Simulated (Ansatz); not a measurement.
# TcB: the cost of one run

All numbers are computed with Ansatz 0.2.0, driven from Python. The levels of theory stand in the script.

### 1 The structure

Symmetry: P-6m2, No. 187, hexagonal system. The conventional cell has a = 2.880 Å, b = 2.880 Å, c = 2.946 Å, α = 90.00°, β = 90.00°, γ = 120.00°. Around Tc (site symmetry -6m2) lie 6 B at 2.22 Å. B (site symmetry -6m2) has 6 Tc at 2.22 Å as nearest neighbours.

No structure file is read: the coordinates are typed or built in the script.

### 2 The script

Input file run_xc.py:

```python
"""One structure of TcB under several functionals."""

import ansatz as az
from pymatgen.core import Lattice, Structure
from pymatgen.io.ase import AseAtomsAdaptor

SETTINGS = {
    "kmesh": (9, 9, 8),
    "occupations": "Gaussian",
    "width_ev": 0.3,
}

pmg_structure = Structure(
    Lattice([(2.880389, 0.0, 0.0), (-1.440194, 2.49449, 0.0), (0.0, 0.0, 2.945552)]),
    ["Tc", "B"],
    [
        (0.0, 0.0, 0.0),
        (1 / 3, 2 / 3, 0.5),
    ],
)
structure = az.Crystal.from_ase(AseAtomsAdaptor.get_atoms(pmg_structure))

calculation = (
    structure.calculation()
    .pseudopotentials("paw")
    .kpoints(mesh=SETTINGS["kmesh"], center="gamma")
    .occupations(SETTINGS["occupations"], width=SETTINGS["width_ev"])
    .initial_density(normalization="atom")
    .stress()
)

rows = []
for value in ["pbesol", "r2scan", "lda"]:
    report = calculation.functional(value).run(threads=1).report
    rows.append((value, report["free_energy_ev"] / len(report["lattice"]["sites"]), report["n_iterations"], sum(report["stress_gpa"][i][i] for i in range(3)) / 3, report["n_kpoints"]))

print("  functional   F/atom (eV)    iterations       P (GPa)      k-points")
for row in rows:
    print(f"{str(row[0]):>12s}  {row[1]:12.5f}  {row[2]:12d}  {row[3]:12.3f}  {row[4]:12d}")
```

### 3 The input behind the calls

The package turns the script's settings into the engine's input (first run):

```yaml
crystal:
  lattice:
    - [2.880389, 0.0, 0.0]
    - [-1.440194, 2.49449, 0.0]
    - [0.0, 0.0, 2.945552]
  atoms:
    - { symbol: Tc, position: [0.0, 0.0, 0.0] }
    - { symbol: B, position: [0.3333333333333333, 0.6666666666666666, 0.5] }
kpoints:
  mp_grid:
    grid: [9, 9, 8]
    shift: [0.0, 0.0, 0.0]
hamiltonian:
  xc: pbesol
  pseudopotentials:
    kind: paw
scf:
  occupations:
    method: gaussian
    width: 0.3
  initial_density:
    normalization: atom
output:
  stress: true
```

### 4 Running it

Started as:

```bash
$ python run_xc.py
```

Q: Estimate wall time and peak memory on 1 thread of Arm Neoverse V1, shared host.

About 10 s, with a peak of 0.46 GiB.
